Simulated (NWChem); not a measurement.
**the pair SiO···CH2O, step by step**

We compute a single-point energy (singlet CH2O2Si, BLYP-D3(BJ)/cc-pVDZ), then the energy (singlet SiO, BLYP-D3(BJ)/cc-pVDZ), then the energy (singlet CH2O, BLYP-D3(BJ)/cc-pVDZ), then the energy (singlet SiO, BLYP-D3(BJ)/cc-pVDZ), then the energy (singlet CH2O, BLYP-D3(BJ)/cc-pVDZ) of CH2O2Si and its partners. 

The calculation is run with NWChem 7.3.0.

### 1 The system as given

CH2O2Si has 6 atoms, charge 0, and is taken as a singlet. The two molecules were placed rigidly side by side, at 1.3 times their contact distance; the pair isn't optimised.

Bond lengths: O1–Si2 1.509 Å, C3–O4 1.195 Å, C3–H5 1.109 Å, C3–H6 1.109 Å. Angles: O4–C3–H5 122.0°, O4–C3–H6 122.0°, H5–C3–H6 116.0°.

### 2 A single-point energy at BLYP-D3(BJ)/cc-pVDZ (run 1)

File calc.nw:

```
start calc
title "CH2O2Si"
memory total 2200 mb
geometry units au noautosym nocenter noautoz
 O  -1.21074753  0.43747160 -0.61227126
 Si  1.21074753 -0.43747160  0.61227126
 C  -5.18569194  0.38319866  7.43367235
 O  -4.51782494 -1.75956179  7.68903104
 H  -7.05812708  1.04985625  8.09630481
 H  -3.97010672  1.82439829  6.51964962
end
basis spherical bse
 O library cc-pVDZ
 Si library cc-pVDZ
 C library cc-pVDZ
 H library cc-pVDZ
end
dft
 xc becke88 lyp
 mult 1
 disp vdw 4
 grid fine
 convergence energy 1e-08
 iterations 100
 mulliken
 print low
end
task dft
```

The run is started by

```console
nwchem calc.nw > calc.out
```

Standard output:

```text
[...]
 d= 0,ls=0.0,diis     1   -478.9454104954 -5.88D+02  4.63D-02  1.83D+00     1.9
[...]
 d= 0,ls=0.0,diis    13   -479.2000418325 -2.55D-10  1.16D-07  1.81D-10    15.8
         Total DFT energy =     -479.200041832473
      One electron energy =     -877.197863111500
           Coulomb energy =      333.242495166714
    Exchange-Corr. energy =      -44.154300316024
 Nuclear repulsion energy =      108.914191042432
    Dispersion correction =       -0.004564614094
[...]
      Total Density - Mulliken Population Analysis
     ---------------------------------------------
    Atom       Charge   Shell Charges
 -----------   ------   -------------------------------------------------------
    1 O    8     8.32   2.01  0.87  0.92  2.78  1.73  0.01
    2 Si  14    13.68   2.00  2.03  0.98  0.85  6.01  1.06  0.55  0.19
    3 C    6     5.83   2.01  0.70  0.41  2.00  0.59  0.11
    4 O    8     8.15   2.01  0.86  0.88  2.82  1.56  0.02
    5 H    1     1.01   0.76  0.23  0.03
    6 H    1     1.01   0.76  0.23  0.03
[...]
```

Wall time 17 s (1 thread of AMD EPYC 7R43 (Zen 3), shared host); peak memory 0.12 GiB.

### 3 SiO: the energy at BLYP-D3(BJ)/cc-pVDZ (run 2)

File a.nw:

```
start a
title "OSi"
memory stack 880 mb heap 220 mb global 1100 mb

geometry units au noautosym nocenter noautoz
   O     -1.21074753     0.43747160    -0.61227126
   Si     1.21074753    -0.43747160     0.61227126
end

basis spherical bse
   * library cc-pVDZ
end

dft
   xc becke88 lyp
   disp vdw 4
   grid fine
   convergence energy 1e-08
   maxiter 100
   mulliken
   print low
end

task dft energy
```

The run is started by

```console
nwchem a.nw > a.out
```

Standard output:

```text
[...]
 d= 0,ls=0.0,diis     1   -364.5543601012 -4.04D+02  8.34D-02  1.12D+00     0.8
[...]
 d= 0,ls=0.0,diis    11   -364.7192050819 -1.03D-11  2.74D-08  1.55D-12     4.8
         Total DFT energy =     -364.719205081939
      One electron energy =     -583.002860475602
           Coulomb energy =      208.461865535367
    Exchange-Corr. energy =      -29.459998743307
 Nuclear repulsion energy =       39.283332356482
    Dispersion correction =       -0.001543754879
[...]
      Total Density - Mulliken Population Analysis
     ---------------------------------------------
    Atom       Charge   Shell Charges
 -----------   ------   -------------------------------------------------------
    1 O    8     8.32   2.01  0.87  0.92  2.78  1.73  0.01
    2 Si  14    13.68   2.00  2.03  0.98  0.85  6.01  1.06  0.55  0.19
[...]
```

Run time: 5.7 s. Hardware: 1 thread of AMD EPYC 7R43 (Zen 3), shared host; peak memory 0.11 GiB.

### 4 CH2O: a single-point energy at BLYP-D3(BJ)/cc-pVDZ (run 3)

File ch2o.nw:

```
start ch2o
memory 2200 mb
charge 0
geometry units angstrom noautosym nocenter noautoz
  C     -2.744150     0.202780     3.933730
  O     -2.390730    -0.931120     4.068860
  H     -3.735000     0.555560     4.284380
  H     -2.100890     0.965430     3.450050
end
basis "ao basis" spherical bse
  * library cc-pVDZ
end
dft
  xc becke88 lyp
  disp vdw 4
  grid fine
  convergence energy 1e-08
  maxiter 100
  mulliken
  noprint "final vectors analysis"
end
task dft energy
```

The run is started by

```console
nwchem ch2o.nw > ch2o.out
```

Standard output:

```text
[...]
          Wavefunction type:  closed shell.
          No. of atoms     :     4
          No. of electrons :    16
[...]
          Charge           :     0
          Spin multiplicity:     1
[...]
          AO basis - number of functions:    38
[...]
              XC Information
              --------------
                    Becke 1988 Exchange Functional  1.000
              Lee-Yang-Parr Correlation Functional  1.000
[...]
 d= 0,ls=0.0,diis     1   -114.3860352334 -1.46D+02  5.12D-02  7.30D-01     0.4
[...]
 d= 0,ls=0.0,diis     7   -114.4793937500 -8.44D-09  4.39D-06  7.29D-09     1.7
         Total DFT energy =     -114.479393749955
      One electron energy =     -217.836888757626
           Coulomb energy =       86.595170842654
    Exchange-Corr. energy =      -14.693512429449
 Nuclear repulsion energy =       31.458120364520
    Dispersion correction =       -0.002283770054
[...]
      Total Density - Mulliken Population Analysis
     ---------------------------------------------
    Atom       Charge   Shell Charges
 -----------   ------   -------------------------------------------------------
    1 C    6     5.83   2.01  0.70  0.41  2.00  0.59  0.11
    2 O    8     8.14   2.01  0.86  0.88  2.82  1.55  0.02
    3 H    1     1.01   0.76  0.23  0.03
    4 H    1     1.01   0.76  0.23  0.03
[...]
```

Wall time 2.3 s (1 thread of AMD EPYC 7R43 (Zen 3), shared host); peak memory 0.11 GiB.

### 5 SiO among ghost functions: a single-point energy at BLYP-D3(BJ)/cc-pVDZ (with ghost functions) (run 4)

File a.nw:

```
echo
start a
title "OSi BLYP"
memory total 2200 mb
geometry noautosym nocenter noautoz
  O       -0.640700       0.231500      -0.324000
  Si       0.640700      -0.231500       0.324000
  bqC     -2.744150     0.202780     3.933730
  bqO     -2.390730    -0.931120     4.068860
  bqH     -3.735000     0.555560     4.284380
  bqH     -2.100890     0.965430     3.450050
end
basis "ao basis" spherical bse
  O library cc-pVDZ
  Si library cc-pVDZ
  bqC library C cc-pVDZ
  bqO library O cc-pVDZ
  bqH library H cc-pVDZ
end
dft
  xc becke88 lyp
  mult 1
  disp vdw 4
  grid fine
  convergence energy 1e-08
  maxiter 100
  mulliken
  print low
end
task dft energy
```

The run is started by

```console
nwchem a.nw > a.out
```

Standard output:

```text
[...]
 d= 0,ls=0.0,diis     1   -364.5544422072 -4.04D+02  3.81D-02  1.12D+00     1.7
[...]
 d= 0,ls=0.0,diis    11   -364.7192866346 -1.17D-11  2.75D-08  3.74D-12    12.8
         Total DFT energy =     -364.719286634606
      One electron energy =     -582.998973298020
           Coulomb energy =      208.457573497258
    Exchange-Corr. energy =      -29.459678275585
 Nuclear repulsion energy =       39.283335196622
    Dispersion correction =       -0.001543754880
[...]
      Total Density - Mulliken Population Analysis
     ---------------------------------------------
    Atom       Charge   Shell Charges
 -----------   ------   -------------------------------------------------------
    1 O    8     8.32   2.01  0.87  0.92  2.78  1.73  0.01
    2 Si  14    13.68   2.00  2.03  0.98  0.85  6.01  1.06  0.55  0.19
    3 X    0    -0.00   0.00  0.00 -0.00 -0.00 -0.00 -0.00
    4 X    0    -0.00   0.00  0.00 -0.00 -0.00  0.00  0.00
    5 X    0    -0.00   0.00 -0.00 -0.00
    6 X    0     0.00  -0.00  0.00 -0.00
[...]
```

Run time: 14 s. Hardware: 1 thread of AMD EPYC 7R43 (Zen 3), shared host; peak memory 0.12 GiB.

### 6 CH2O among ghost functions: a single-point energy at BLYP-D3(BJ)/cc-pVDZ (with ghost functions) (run 5)

File job.nw:

```
echo
start job
title "CH2O"
memory 2200 mb

geometry noautosym nocenter noautoz
  C       -2.744150       0.202780       3.933730
  O       -2.390730      -0.931120       4.068860
  H       -3.735000       0.555560       4.284380
  H       -2.100890       0.965430       3.450050
  bqO     -0.640700     0.231500    -0.324000
  bqSi     0.640700    -0.231500     0.324000
end

basis spherical bse
  C library cc-pVDZ
  O library cc-pVDZ
  H library cc-pVDZ
  bqO library O cc-pVDZ
  bqSi library Si cc-pVDZ
end

dft
  xc becke88 lyp
  disp vdw 4
  grid fine
  convergence energy 1e-08
  iterations 100
  mulliken
  print low
end

task dft
```

The run is started by

```console
nwchem job.nw > job.out
```

Standard output:

```text
[...]
 d= 0,ls=0.0,diis     1   -114.3861559030 -1.46D+02  2.78D-02  7.30D-01     1.4
[...]
 d= 0,ls=0.0,diis     7   -114.4795045789 -9.89D-09  2.42D-06  7.46D-09     7.7
         Total DFT energy =     -114.479504578894
      One electron energy =     -217.835355262396
           Coulomb energy =       86.593349560472
    Exchange-Corr. energy =      -14.693335471436
 Nuclear repulsion energy =       31.458120364520
    Dispersion correction =       -0.002283770054
[...]
      Total Density - Mulliken Population Analysis
     ---------------------------------------------
    Atom       Charge   Shell Charges
 -----------   ------   -------------------------------------------------------
    1 C    6     5.83   2.01  0.70  0.41  2.00  0.59  0.11
    2 O    8     8.14   2.01  0.86  0.88  2.82  1.55  0.02
    3 H    1     1.01   0.76  0.23  0.03
    4 H    1     1.01   0.76  0.23  0.03
    5 X    0    -0.00  -0.00 -0.00 -0.00 -0.00  0.00 -0.00
    6 X    0     0.00  -0.00 -0.00 -0.00  0.00  0.00 -0.00  0.00 -0.00
[...]
```

It took 8.4 s on 1 thread of AMD EPYC 7R43 (Zen 3), shared host; peak memory 0.12 GiB.

### 7 Summary of results

| quantity | value |
| --- | --- |
| run 1, BLYP-D3(BJ)/cc-pVDZ: total energy | -479.20004 Eh |
| run 1, BLYP-D3(BJ)/cc-pVDZ: dispersion energy | -11.98 kJ/mol |
| SiO: total energy | -364.71921 Eh |
| SiO: dispersion energy | -4.05 kJ/mol |
| CH2O: total energy | -114.47939 Eh |
| CH2O: dipole moment | 1.84 D |
| CH2O: dispersion energy | -6.00 kJ/mol |
| SiO among ghost functions: total energy | -364.71929 Eh |
| SiO among ghost functions: dispersion energy | -4.05 kJ/mol |
| CH2O among ghost functions: total energy | -114.47950 Eh |
| CH2O among ghost functions: dispersion energy | -6.00 kJ/mol |
| interaction energy of the rigid parts SiO and CH2O (parts in their own basis; closest atoms 4.11 Å apart) | -0.039 eV |
| interaction energy of the rigid parts SiO and CH2O (parts in the whole basis, counterpoise; closest atoms 4.11 Å apart) | -0.034 eV |

In words: The interaction energy of the rigid parts SiO and CH2O (parts in their own basis; closest atoms 4.11 Å apart) is −0.04 eV (−3.8 kJ/mol): the parts attract. Without counterpoise this holds the superposition error of the basis. The interaction energy of the rigid parts SiO and CH2O (parts in the whole basis, counterpoise; closest atoms 4.11 Å apart) is −0.03 eV (−3.3 kJ/mol): the parts attract. The basis-set superposition error is 0.5 kJ/mol. Mulliken charges (CH2O) run from -0.14 on O2 to +0.17 on C1.
